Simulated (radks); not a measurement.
**Nuclear size and the levels of In⁺**

The task here is to estimate one member of a computed series from the others.

Method: Dirac Kohn-Sham, exchange-only LDA, spin-unpolarised, spherical densities, finite nucleus. Code: radks (a radial shooting solver on a logarithmic mesh, Libxc functionals) version 1.

## What is computed

| Quantity | Value |
| --- | --- |
| element | indium (Z = 49) |
| charge | +1 |
| electrons | 48 |
| configuration | [Kr] 4d10 5s2 |
| nuclear rms radius | 4.6156 fm |

Outer shells as boxes (Hund's rule):

In⁺
```
[Kr] core
4d [↑↓][↑↓][↑↓][↑↓][↑↓]
5s [↑↓]
```

Set-up of the first run:

Settings of this run:

```text
Z 49
configuration [Kr] 4d10 5s2 5p0 6s0
relativity Dirac
functional lda,
spin unpolarised
j_filling average
nucleus finite rms 4.6156 fm
c 137.035999084
```

Steps of the session up to this table: rms radius 4.6156 fm.

One of the session's tables, all rows but one given; the rest of the session is left out.

From the orbitals of this run (lengths in bohr):

```
level     <r>  outermost maximum (interpolated)  90 % within  nodes
4p1/2  0.9011                             0.798         1.33      2
4p3/2  0.9322                             0.824         1.38      2
4d3/2   1.175                             0.926         1.85      1
4d5/2   1.192                             0.937         1.88      1
5s1/2   2.495                              2.12         3.69      4
5p1/2   3.144                              2.59         4.74      3
5p3/2   3.263                              2.69         4.92      3
6s1/2       ?                                 ?            ?      ?
```

Q: Estimate the row for 6s1/2 from the others.

As computed: <r>: 6.800; outermost maximum (interpolated): 6.04; 90 % within: 9.91; nodes: 5. In the column «<r>» it is the highest.
